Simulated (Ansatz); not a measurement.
What does this script print? It uses Ansatz 0.2.0, Python API.

Script `run_deck.py`:
```python
"""Li3GaF6 from an input typed as a mapping."""

import json

import ansatz as az
import numpy as np

config = {
    "crystal": {
        "lattice": [[0.0, 3.85134, 3.85134], [3.85134, 0.0, 3.85134], [3.85134, 3.85134, 0.0]],
        "atoms": [
            {"symbol": "Li", "position": [0.25, 0.25, 0.25]},
            {"symbol": "Li", "position": [0.75, 0.75, 0.75]},
            {"symbol": "Li", "position": [0.5, 0.5, 0.5]},
            {"symbol": "Ga", "position": [0.0, 0.0, 0.0]},
            {"symbol": "F", "position": [0.246124, 0.246124, 0.753876]},
            {"symbol": "F", "position": [0.246124, 0.753876, 0.753876]},
            {"symbol": "F", "position": [0.753876, 0.753876, 0.246124]},
            {"symbol": "F", "position": [0.246124, 0.753876, 0.246124]},
            {"symbol": "F", "position": [0.753876, 0.246124, 0.753876]},
            {"symbol": "F", "position": [0.753876, 0.246124, 0.246124]},
        ],
    },
    "kpoints": {"mp_grid": {"grid": [4, 4, 4]}},
    "hamiltonian": {"xc": "pbesol"},
    "scf": {"occupations": {"method": "fixed"}},
    "basis": {"ecutwfc": "35 Ry"},
    "output": {"stress": True, "eigenvalues": True},
}

out = az.Session.from_dict(config).plan().execute()
data = out.report

print(f"free energy      {data['free_energy_ev']:.5f} eV")
print(f"per atom         {data['free_energy_ev'] / len(out.lattice.sites):.5f} eV")
print(f"SCF iterations   {data['n_iterations']}  (converged: {data['converged']})")

edges = data.get("band_edges_ev")
if edges:
    print(f"band edges on the mesh: {edges[0]:.3f} and {edges[1]:.3f} eV, gap {edges[1] - edges[0]:.3f} eV")
else:
    print("no band edges reported (a metal, or a gap too narrow for this smearing); Fermi level", round(data["fermi_energy_ev"], 3), "eV")

# pressure is a third of the trace
print("pressure by term (GPa)")
for term, tensor in data["stress_terms_gpa"].items():
    if np.any(tensor):
        print(f"  {term:28s} {np.trace(np.array(tensor)) / 3:12.3f}")
print(f"  {'total':28s} {np.trace(np.array(data['stress_gpa'])) / 3:12.3f}")

print("band  energy (eV)  occupation (first spin channel), at k =", data["kpoints_frac"][0])
for band, (e, occ) in enumerate(zip(data["eigenvalues_ev"][0], data["occupations"][0]), start=1):
    print(f"{band:4d} {e:12.4f} {occ:9.4f}")

used = data["setup"]
print("cutoffs (eV):", used["ecut_ev"], used["ecutrho_ev"], " FFT grid:", used["fft_dense"])
print("cell volume {:.3f} A^3, {} symmetry operations".format(used["cell_volume_ang3"], used["n_sym_ops"]))

keep = ["free_energy_ev", "energy_sigma0_ev", "fermi_energy_ev", "n_iterations", "converged", "magnetization_mub", "n_kpoints"]
with open("li3gaf6.json", "w") as handle:
    json.dump({key: data[key] for key in keep}, handle, indent=1)
```

`python run_deck.py` gives:
```text
free energy      -9164.81179 eV
per atom         -916.48118 eV
SCF iterations   7  (converged: True)
band edges on the mesh: 0.616 and 6.311 eV, gap 5.695 eV
pressure by term (GPa)
  kinetic                          1322.690
  hartree                          1275.051
  ewald                           -1699.472
  local_pseudopotential            -357.062
  nonlocal_pseudopotential         -422.413
  augmentation                      122.413
  nlcc                              -48.080
  xc                               -196.042
  augmentation_tail                  -0.063
  scf_correction                     -0.001
  pulay_correction                    0.030
  total                              -2.949
band  energy (eV)  occupation (first spin channel), at k = [0.0, 0.0, 0.0]
   1     -42.3726    2.0000
   2     -42.3717    2.0000
   3     -39.3441    2.0000
   4     -20.0015    2.0000
   5     -19.2469    2.0000
   6     -19.2469    2.0000
   7     -19.2469    2.0000
   8     -19.0680    2.0000
   9     -19.0680    2.0000
  10     -10.3746    2.0000
  11     -10.3746    2.0000
  12     -10.3746    2.0000
  13     -10.2896    2.0000
  14     -10.2896    2.0000
  15      -4.7487    2.0000
  16      -2.7662    2.0000
  17      -2.7662    2.0000
  18      -2.7662    2.0000
  19      -1.7469    2.0000
  20      -1.7469    2.0000
  21      -1.7469    2.0000
  22      -0.0937    2.0000
  23      -0.0937    2.0000
  24      -0.0937    2.0000
  25       0.0411    2.0000
  26       0.0411    2.0000
  27       0.0411    2.0000
  28       0.1056    2.0000
  29       0.1056    2.0000
  30       0.6161    2.0000
  31       0.6161    2.0000
  32       0.6161    2.0000
  33       6.3108    0.0000
  34      10.1153    0.0000
  35      10.7834    0.0000
  36      12.2612    0.0000
  37      12.2612    0.0000
  38      12.2612    0.0000
  39      12.6042    0.0000
  40      12.6042    0.0000
  41      12.6042    0.0000
cutoffs (eV): 476.19925930478996 1904.7970372191598  FFT grid: [40, 40, 40]
cell volume 114.252 A^3, 48 symmetry operations
```

It writes `li3gaf6.json`:
```json
{
 "free_energy_ev": -9164.811791096687,
 "energy_sigma0_ev": -9164.811791096687,
 "fermi_energy_ev": 0.6160880749085341,
 "n_iterations": 7,
 "converged": true,
 "magnetization_mub": 0.0,
 "n_kpoints": 8
}
```

Absolute energies stand on the zero of these potentials, so only differences at equal settings mean something. Semilocal gaps usually lie well under measured ones. Pressure is positive in compression. This cell is a computed structure, which may not be the phase found in nature. Levels are Kohn-Sham eigenvalues on this mesh, without spin-orbit coupling. Timing: 1.7 s on 1 thread of Intel(R) Xeon(R) 6975P-C (Granite Rapids), on a shared host, peak memory 0.46 GiB.

(Lines on the test bed's own set-up are left out of the output.)
